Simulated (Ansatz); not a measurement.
# doublet [InNH2F2]+ at 6 levels

Aim: a comparison of 6 runs (UHF/STO-3G, UHF/def2-SVPD, U-r2SCAN/def2-SVPD, UB3LYP/def2-SVPD, UPBE0/def2-SVPD, USVWN5/def2-SVPD) of doublet [InNH2F2]+. 

Program for the calculation: Ansatz 0.2.0.

31 further runs of the same task are left out: 31 set aside as unsound or not needed.

### Step 1. The molecule

[InNH2F2]+: 6 atoms, total charge +1, spin state doublet. SMILES of the parent species: `[NH2][In]([F])[F]`. The shape is that of a PBE0-D4/def2-TZVP optimisation. That shape belongs to the parent species and isn't relaxed for this state.

Bond lengths: N1–In2 1.998 Å, In2–F3 1.935 Å, In2–F4 1.935 Å, N1–H5 1.011 Å, N1–H6 1.011 Å. Angles: N1–In2–F3 124.1°, N1–In2–F4 124.1°, F3–In2–F4 111.4°, In2–N1–H5 114.2°, In2–N1–H6 114.2°, H5–N1–H6 109.1°.

### Step 2. A single-point energy at UHF/STO-3G (run 1)

The input, job.yaml:

```yaml
crystal:
  periodic: [false, false, false]
  atoms:
    - {symbol: "N", position_ang: [-0.259900, 1.155100, -0.280600]}
    - {symbol: In, position_ang: [0.271400, -0.745700, 0.029100]}
    - {symbol: F, position_ang: [1.862900, -1.284900, 0.989000]}
    - {symbol: F, position_ang: [-0.617400, -2.265700, -0.773500]}
    - {symbol: H, position_ang: [0.031700, 1.791300, 0.449400]}
    - {symbol: H, position_ang: [-1.246600, 1.285900, -0.459500]}
basis:
  gaussian: {orbitals: STO-3G}
total_charge: 1
magnetization: {spin_polarized: true, initial_magnetization: 1}
hamiltonian: {xc: hf}
accuracy: high
output: {orbitals: {seedname: orbitals}}
```

Command:

```
$ ansatz run job.yaml --threads 1 --pin off --max-ram 3480MiB --events-out events.jsonl --progress --plain --runs-dir runs
```

Log:

```text
Warning: RAYON_NUM_THREADS=1 ignored (pool sized by the plan → 1); use --threads N
Functional definition: HF
  name "HF"
  exchange = exact_x
  correlation = 0
853 factors; integrals over basis functions are off by at most 4.6e-9 eV
mean field evaluation 1: about -161456.4108 eV, gradient 2.2e1 eV
mean field evaluation 2: about -161456.4776 eV, gradient 2.2e1 eV
mean field evaluation 4: about -161463.2278 eV, gradient 2.6e0 eV
mean field evaluation 8: about -161463.3775 eV, gradient 2.4e-3 eV
mean field evaluation 16: about -161461.5500 eV, gradient 7.9e0 eV
mean field evaluation 32: about -161454.2247 eV, gradient 1.2e1 eV
mean field evaluation 64: about -161461.6307 eV, gradient 4.2e0 eV
mean field evaluation 96: about -161462.5188 eV, gradient 5.1e-1 eV
mean field evaluation 128: about -161462.4255 eV, gradient 1.4e0 eV
mean field -161463.36162278 eV, -5933.6690958397 hartree, gradient 2.5e-8 eV, S^2 0.759521; 3 other end points of the search recorded, 0 dependent functions left out
reference -161463.36162278 eV, -5933.6690958397 hartree; 38, 37 occupied and 6, 7 virtual orbitals, 853 factors
Total energy: -161463.36162278 eV, -5933.6690958397 hartree
```

It took 5.7 s on 1 thread of Arm Neoverse V1, shared host; peak memory 0.16 GiB.

### Step 3. A single-point energy at UHF/def2-SVPD (core potential) (run 2)

The input, molecule.yaml:

```yaml
basis:
  gaussian:
    orbitals: def2-SVPD
crystal:
  periodic: [false, false, false]
  atoms:
    - {symbol: N, position_ang: [-0.259900, 1.155100, -0.280600]}
    - {symbol: In, position_ang: [0.271400, -0.745700, 0.029100]}
    - {symbol: F, position_ang: [1.862900, -1.284900, 0.989000]}
    - {symbol: F, position_ang: [-0.617400, -2.265700, -0.773500]}
    - {symbol: H, position_ang: [0.031700, 1.791300, 0.449400]}
    - {symbol: H, position_ang: [-1.246600, 1.285900, -0.459500]}
total_charge: 1
accuracy: high
magnetization:
  spin_polarized: true
  initial_magnetization: 1
output:
  orbitals: {seedname: orbitals}
hamiltonian:
  xc: hf
```

Command:

```
$ ansatz run molecule.yaml --threads 1 --pin off --max-ram 3480MiB --events-out events.jsonl --progress --plain --runs-dir runs
```

Log:

```text
Warning: RAYON_NUM_THREADS=1 ignored (pool sized by the plan → 1); use --threads N
Functional definition: HF
  name "HF"
  exchange = exact_x
  correlation = 0
2460 factors; integrals over basis functions are off by at most 3.6e-9 eV
mean field evaluation 1: about -12051.5156 eV, gradient 5.1e1 eV
mean field evaluation 2: about -12051.6168 eV, gradient 5.1e1 eV
mean field evaluation 4: about -12060.5757 eV, gradient 2.5e0 eV
mean field evaluation 8: about -12060.6684 eV, gradient 3.8e-1 eV
mean field evaluation 16: about -12060.6713 eV, gradient 3.0e-6 eV
mean field -12060.67131866 eV, -443.2214959440 hartree, gradient 8.4e-8 eV, S^2 0.759333; 0 other end points of the search recorded, 0 dependent functions left out
reference -12060.67131866 eV, -443.2214959440 hartree; 24, 23 occupied and 90, 91 virtual orbitals, 2460 factors
Total energy: -12060.67131866 eV, -443.2214959440 hartree
```

Wall time 8.1 s (1 thread of Arm Neoverse V1, shared host); peak memory 0.47 GiB.

Runs 3 to 5 aren't shown in full; the table further down has their settings and results.

### Step 4. A single-point energy at USVWN5/def2-SVPD (core potential) (run 6)

The input, input.yaml:

```yaml
crystal:
  periodic: [false, false, false]
  atoms:
    - {symbol: "N", position_ang: [-0.259900, 1.155100, -0.280600]}
    - {symbol: In, position_ang: [0.271400, -0.745700, 0.029100]}
    - {symbol: F, position_ang: [1.862900, -1.284900, 0.989000]}
    - {symbol: F, position_ang: [-0.617400, -2.265700, -0.773500]}
    - {symbol: H, position_ang: [0.031700, 1.791300, 0.449400]}
    - {symbol: H, position_ang: [-1.246600, 1.285900, -0.459500]}
basis:
  gaussian:
    orbitals: def2-SVPD
total_charge: 1
magnetization:
  spin_polarized: true
  initial_magnetization: 1
hamiltonian:
  xc: {name: SVWN5}
accuracy: high
output: {orbitals: {seedname: orbitals}}
```

Command:

```
$ ansatz run input.yaml --threads 1 --pin off --max-ram 3480MiB --events-out events.jsonl --progress --plain --runs-dir runs
```

Log:

```text
Warning: RAYON_NUM_THREADS=1 ignored (pool sized by the plan → 1); use --threads N
Functional definition: SVWN5
  name "SVWN5"
  exchange = slater_x
  correlation = vwn5_c
2460 factors; integrals over basis functions are off by at most 3.6e-9 eV
mean field evaluation 1: about -12037.8424 eV, gradient 8.0e1 eV
mean field evaluation 2: about -11693.7272 eV, gradient 2.5e2 eV
mean field evaluation 4: about -12041.3910 eV, gradient 6.4e1 eV
mean field evaluation 8: about -12060.6158 eV, gradient 2.9e0 eV
mean field evaluation 16: about -12060.6642 eV, gradient 3.1e-3 eV
mean field evaluation 32: about -12057.4729 eV, gradient 1.9e1 eV
mean field evaluation 64: about -12060.5279 eV, gradient 4.8e0 eV
mean field -12060.66423107 eV, -443.2212354800 hartree, gradient 7.8e-8 eV, S^2 0.753720; 10 other end points of the search recorded, 0 dependent functions left out
reference -12060.66423700 eV, -443.2212356978 hartree; 24, 23 occupied and 90, 91 virtual orbitals, 2460 factors
Total energy: -12060.66423700 eV, -443.2212356978 hartree
```

Wall time 14 s (1 thread of Arm Neoverse V1, shared host); peak memory 0.42 GiB.

### Step 5. All runs side by side

| run | level | core potential | energy (Eh) | HOMO energy (eV) | LUMO energy (eV) | ⟨S²⟩ | wall time |
| --- | --- | --- | --- | --- | --- | --- | --- |
| 1 | UHF/STO-3G | none | -5933.669096 | -14.35 | -3.62 | 0.760 | 5.7 s |
| 2 | UHF/def2-SVPD (core potential) | def2-SVPD | -443.221496 | -20.47 | -7.92 | 0.759 | 8.1 s |
| 3 | U-r2SCAN/def2-SVPD (core potential) | def2-SVPD | -445.215182 | -14.43 | -13.72 | 0.759 | 44 s |
| 4 | UB3LYP/def2-SVPD (core potential) | def2-SVPD | -445.317778 | -15.53 | -13.57 | 0.756 | 24 s |
| 5 | UPBE0/def2-SVPD (core potential) | def2-SVPD | -444.999381 | -15.72 | -13.13 | 0.755 | 23 s |
| 6 | USVWN5/def2-SVPD (core potential) | def2-SVPD | -443.221236 | -14.70 | -14.48 | 0.754 | 14 s |

### Step 6. What came out

```
                                 quantity          value
                      run 6: total energy  -443.22124 Eh
run 6: HOMO energy (highest over α and β)      -14.70 eV
 run 6: LUMO energy (lowest over α and β)      -14.48 eV
                              run 6: ⟨S²⟩          0.754
```

What this shows: Totals of different functionals can't be ranked against each other. Some runs of one species differ in core potentials or relativity; totals across that change don't compare. In run 1 the basis is minimal, so the values are rough. In run 1 relativity is left out where basis or elements ask for it. All runs together took 2 min, the longest 44 s.
